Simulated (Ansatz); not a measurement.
Mg₆TiCo, space group Amm2, a conversion between chain and input file

Computed with Ansatz's Python interface.

The cells in order, each with its output:

```python
import ansatz as az
```

```python
lattice = az.Lattice.of(
    (4.716605, 0.0, 0.0),
    (0.0, 3.018369, 5.49984),
    (0.0, -3.018369, 5.49984),
)
sites = [
    ("Mg", (0.0, 0.824053, 0.344119)),
    ("Mg", (0.0, 0.344119, 0.824053)),
    ("Mg", (0.0, 0.328971, 0.328971)),
    ("Mg", (0.5, 0.682081, 0.161211)),
    ("Mg", (0.5, 0.161211, 0.682081)),
    ("Mg", (0.5, 0.166999, 0.166999)),
    ("Ti", (0.5, 0.692534, 0.692534)),
    ("Co", (0.0, 0.800034, 0.800034)),
]
xtal = az.Crystal(lattice=lattice)
for symbol, position in sites:
    xtal = xtal.atom(symbol, position)
xtal = xtal.moments(Co=2.5)
```

```python
[site.symbol for site in xtal.resolved().sites]
```

    ['Mg', 'Mg', 'Mg', 'Mg', 'Mg', 'Mg', 'Ti', 'Co']

```python
calculation = (
    xtal.calculation()
    .functional("pbe", dispersion="d3bj")
    .pseudopotentials("paw")
    .kpoints(5, 4, 4, center="gamma")
    .occupations(az.OccupationsMethod.COLD, width=0.1)
    .spin("collinear")
    .phonons("dfpt", mesh=2)
)
print(calculation.to_yaml())
```

    crystal:
      lattice:
        - [4.716605, 0.0, 0.0]
        - [0.0, 3.018369, 5.49984]
        - [0.0, -3.018369, 5.49984]
      atoms:
        - { symbol: Mg, position: [0.0, 0.824053, 0.344119] }
        - { symbol: Mg, position: [0.0, 0.344119, 0.824053] }
        - { symbol: Mg, position: [0.0, 0.328971, 0.328971] }
        - { symbol: Mg, position: [0.5, 0.682081, 0.161211] }
        - { symbol: Mg, position: [0.5, 0.161211, 0.682081] }
        - { symbol: Mg, position: [0.5, 0.166999, 0.166999] }
        - { symbol: Ti, position: [0.5, 0.692534, 0.692534] }
        - { symbol: Co, position: [0.0, 0.800034, 0.800034] }
    kpoints:
      mp_grid:
        grid: [5, 4, 4]
        shift: [0.0, 0.0, 0.0]
    hamiltonian:
      xc: pbe
      dispersion: d3bj
      pseudopotentials:
        kind: paw
    magnetization:
      spin_polarized: true
      per_species:
        Co: 2.5
    scf:
      occupations:
        method: cold
        width: 0.1
    phonons:
      method: dfpt
      qmesh: [2, 2, 2]

The input is only written out: it wasn't run, and its settings aren't tested. The structure comes from a database and needn't be a stable phase.
